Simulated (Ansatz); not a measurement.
I need a phonon calculation by finite displacements of HfIr3, space group Pm-3m. Use Ansatz's Python interface. Settings: r2SCAN, PAW, the default cutoff (500 eV here), 7×7×7 k-points, Fermi-Dirac smearing of 0.1 eV.

The script reads `hfir3.extxyz`:
```text
4
Lattice="3.926 0.0 0.0 0.0 3.926 0.0 0.0 0.0 3.926" Properties=species:S:1:pos:R:3 pbc="T T T"
Hf    0.00000000    0.00000000    0.00000000
Ir    0.00000000    1.96300000    1.96300000
Ir    1.96300000    0.00000000    1.96300000
Ir    1.96300000    1.96300000    0.00000000
```

The script, `hfir3_phonons.py`:
```python
# -*- coding: utf-8 -*-
"""Phonons of HfIr3 by finite displacements."""

from dataclasses import dataclass
from pathlib import Path
import warnings

import ansatz as az
import numpy as np


@dataclass(frozen=True)
class Options:
    xc: str = "r2SCAN"
    filling: str = "fermi_dirac"
    sigma: float = 0.1
    kgrid: tuple[int, ...] = (7, 7, 7)


cfg = Options()

warnings.simplefilter("ignore", az.DeckWarning)

system = az.Crystal.from_extxyz("hfir3.extxyz")

# the cell itself: zone-centre modes alone
calculation = system.calculation()
calculation = calculation.functional(cfg.xc).pseudopotentials("paw")
calculation = calculation.occupations(cfg.filling, width=cfg.sigma)
calculation = calculation.kpoints(*cfg.kgrid).phonons("fd", supercell=1, amplitude=0.01)
outcome = calculation.run(runs_dir="phonon_runs")
folder = Path(outcome.output_folder) / "results"
ph = outcome.phonons

print("modes at Gamma (1/cm):", np.round(ph.gamma_omega_inv_cm, 1) + 0.0)
print(f"{ph.n_members} displaced supercells, sum-rule residual {ph.asr_residual_pre_ev_ang2:.1e} eV/A^2")
optical = np.sort(ph.gamma_omega_inv_cm)
print("imaginary modes at Gamma:", int((optical < -10).sum()), "- highest mode", round(float(optical[-1]), 1), "1/cm")
```

Running `python hfir3_phonons.py` prints:
```text
modes at Gamma (1/cm): [  0.    0.    0.  134.6 134.6 134.6 142.3 142.3 142.3 180.9 180.9 180.9]
2 displaced supercells, sum-rule residual 7.1e-04 eV/A^2
imaginary modes at Gamma: 0 - highest mode 180.9 1/cm
```

Caveats:
- The cell isn't relaxed first, so the values belong to this volume.
- The mesh is modest for a metal, so energies can be off by several to tens of meV an atom and pressures by half a GPa or more; differences at equal mesh fare better.
- Spin-orbit coupling, which matters for elements this heavy, is left out.
- The structure is a deposited one; some such entries were measured under pressure or heat, so a shift against it needn't be the functional's error alone.
- The structure is taken as given and the supercell is small; imaginary modes can come from an unrelaxed or unstable start. Phonons of metals also depend on mesh and smearing.
- Wall time of the script: 81 s on 1 thread of Arm Neoverse V2, on a shared host, peak memory 0.78 GiB.
